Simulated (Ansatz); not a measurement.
TaN, space group P-6m2: an equation of state with a fit, run with Ansatz 0.2.0, Python API.

`eos_tan.py`:
```python
# -*- coding: utf-8 -*-
"""Equation of state of TaN."""

import warnings

import ansatz as az
from ase.eos import EquationOfState
from ase.units import GPa
import numpy as np

VECTORS = np.array([
    [2.938, 0.0, 0.0],
    [-1.469, 2.544383, 0.0],
    [0.0, 0.0, 2.883],
])
SITES = [
    ("Ta", (1 / 3, 2 / 3, 0.5)),
    ("N", (0.0, 0.0, 0.0)),
]


def crystal_on(cell):
    crystal = az.Crystal(lattice=az.Lattice.of(cell))
    for symbol, position in SITES:
        crystal = crystal.atom(symbol, position)
    return crystal

warnings.simplefilter("ignore", az.DeckWarning)

# uniform scaling of the cell
volumes, energies = [], []
for scale in np.linspace(0.92, 1.08, 7):
    cell = VECTORS * scale ** (1 / 3)
    job = (
        crystal_on(cell).calculation()
        .functional("pbesol")
        .pseudopotentials("paw")
        .occupations(az.OccupationsMethod.COLD)
        .basis(500)  # plane waves up to this kinetic energy
        .kpoints(9, 9, 8)
    )
    summary = job.run().report
    volumes.append(abs(np.linalg.det(cell)) / len(SITES))
    energies.append(summary["free_energy_ev"] / len(SITES))
    print(f"V = {volumes[-1]:8.4f} A^3/atom  F = {energies[-1]:.5f} eV/atom")

eos = EquationOfState(volumes, energies, eos="sj")
v0, e0, bulk = eos.fit()
print(f"V0 = {v0:.4f} A^3/atom, E0 = {e0:.5f} eV/atom, B = {bulk / GPa:.1f} GPa")
```

From its runs, with one value withheld:

| V (Å³/atom) | F less the lowest row shown (meV/atom) |
| --- | --- |
| 9.914 | 59.53 |
| 10.201 | 18.82 |
| 10.488 | 0.00 |
| 10.776 | 0.13 |
| 11.063 | ? |
| 11.350 | 47.37 |
| 11.638 | 90.37 |

What is the missing energy at 11.063 Å³ an atom?

A third-order Birch-Murnaghan fit, E = E0 + (9 V0 B0 / 16) [(t - 1)³ B' + (t - 1)² (6 - 4t)] with t = (V0/V)^(2/3), through the 6 rows shown gives V0 = 10.628 Å³, B0 = 363.4 GPa, B' = 4.35 and E0 = -2.13 meV. At V = 11.063 Å³, t = 0.97362, and the fit interpolates to 16.65 meV. The run gave 16.65 meV, a miss of 0.00 meV.

Reading the output:
- Spin is left out of this run.
- Shape and fractional positions are held along the curve, so the bulk modulus is an upper value where they are free to relax.
- For a metal this k-point mesh is coarse: on a finer one energies can move by several to tens of meV an atom and pressures by half a GPa or more, differences at one mesh by less.
- Spin-orbit coupling, which matters for elements this heavy, is left out.
- The starting cell is as deposited in a crystallographic database; the results hold for this polymorph, which needn't be the stable one.
- Wall time of the script: 7.6 s on 1 thread of Intel(R) Xeon(R) Platinum 8488C (Sapphire Rapids), with other jobs on the host, peak memory 0.4 GiB.
